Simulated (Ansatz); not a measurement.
# CH3F2OTa: the cost of one run

Computed with Ansatz 0.2.0, Gaussian basis. Level: the settings change from run to run.

### Step 1. The molecule

An earlier PBE0-D4 in a triple-zeta def2 set relaxation fixed the geometry. Ta takes a core potential in def2 sets; no spin-orbit term is included.

8 atoms, charge 0, spin multiplicity 1.

Atoms are counted from 1 here; the program's logs count them from 0.

Bond lengths: C1–Ta2 2.142 Å, C1–H6 1.095 Å, C1–H7 1.094 Å, C1–H8 1.094 Å, Ta2–O3 1.710 Å, Ta2–F4 1.874 Å, Ta2–F5 1.874 Å. Angles: Ta2–C1–H6 111.2°, Ta2–C1–H7 110.2°, Ta2–C1–H8 110.2°, H6–C1–H7 108.8°, H6–C1–H8 108.8°, H7–C1–H8 107.4°, C1–Ta2–O3 103.4°, C1–Ta2–F4 107.9°, C1–Ta2–F5 107.9°, O3–Ta2–F4 109.8°, O3–Ta2–F5 109.8°, F4–Ta2–F5 117.0°.

### Step 2. HSE06/def2-TZVPD

Set apart from the defaults: density fitting with def2-universal-jkfit, finite nuclei, the search for lower states set to full.

File in.yaml:

```yaml
crystal:
  periodic: [false, false, false]
  atoms:
    - {symbol: C, position_ang: [-0.929874, -0.081286, 0.596465]}
    - {symbol: Ta, position_ang: [0.854835, 0.066409, -0.578582]}
    - {symbol: O, position_ang: [2.097518, -0.278686, 0.544281]}
    - {symbol: F, position_ang: [0.794302, -1.270368, -1.890674]}
    - {symbol: F, position_ang: [1.009360, 1.836771, -1.173765]}
    - {symbol: H, position_ang: [-1.820276, 0.117847, -0.008950]}
    - {symbol: H, position_ang: [-1.015364, -1.081982, 1.031161]}
    - {symbol: H, position_ang: [-0.898302, 0.634097, 1.424065]}
basis:
  gaussian: {orbitals: def2-TZVPD, fitting: {mean_field: def2-universal-jkfit}, nuclear_model: gaussian}
hamiltonian: {xc: {name: HSE06}}
scf: {lower_state_search: full}
```

The run is started by

```bash
ansatz run in.yaml --threads 2 --pin off --events-out ev --progress --plain --max-ram 22528MiB --backend cpu
```

**Question.** How long does this run take on 2 threads of AMD EPYC 7R13, shared host, and how much memory does it need?

About 11 s, with a peak of 0.75 GiB.
